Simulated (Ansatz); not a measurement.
# HfIn4SiO6 in Ansatz: the effect of Hubbard term

HfIn4SiO6:

```
Hf In Si O
1.0
     5.69867    0.00381    0.01559
    -0.70506    6.10815   -0.00575
    -2.73718   -1.39557    6.63076
Hf In Si O
1 4 1 6
Cartesian
  0.2972 -0.0900 0.8831
  -0.4860 5.0863 4.8335
  2.9601 -0.6377 3.2997
  -0.4663 2.2403 3.5350
  2.4974 2.6606 1.3677
  2.2933 1.4988 5.6832
  0.7088 1.2617 5.2639
  3.2588 1.4387 4.3619
  5.4139 1.6003 0.0368
  2.4594 2.8937 6.5395
  -0.6297 -0.1526 2.6118
  2.1007 0.3624 1.4524
```

The cell was built by a generator and needn't be a form met in nature.

Alike in all runs:

| Item | Value |
| --- | --- |
| Program | Ansatz 0.2.0 |
| Task | projected density of states |
| Functional | PBE |
| Potentials or basis | Ansatz PAW |
| Cutoff | 420 eV (not typed: the program's choice for these potentials) |
| k mesh | 5 × 5 × 4 |
| Occupations | fermi-dirac, width 0.05 eV |
| Spin | no spin polarisation |
| Hubbard projectors | ortho-atomic (the default) |
| Double counting | fll (the default) |

```tsv
Hubbard term	gap on the mesh (eV)	pressure (GPa)	largest force (eV/Å)
Hf d U = 2 eV	0.87	0.3	0.24
Hf d U = 4 eV	0.86	0.7	0.50
Hf d U = 6 eV	0.84	1.1	0.79
Hf d U = 8 eV	?	?	?
```

Q: What does the run with Hubbard term Hf d U = 8 eV give?

A: gap on the mesh 0.82 eV; pressure 1.5 GPa; largest force 1.11 eV/Å.

Worked out: A straight line through the other rows of the gap on the mesh, of slope -0.0075 eV per eV, extrapolates to 0.83 eV, against the run's 0.82. A straight line through the other rows of the pressure, of slope 0.2 GPa per eV, extrapolates to 1.5 GPa, against the run's 1.5. A straight line through the other rows of the largest force, of slope 0.137 eV/Å per eV, extrapolates to 1.06 eV/Å, against the run's 1.11.

Caveats: odd divisions of the mesh miss points on the zone boundary, where band edges often lie, so the gap on the mesh can be too wide; spin-orbit coupling is left out, which moves the levels of the heavy elements; forces of over 1 eV/Å show positions far from the minimum, so gaps and moduli don't describe the material at rest (some runs).

A k mesh can miss the band edges.
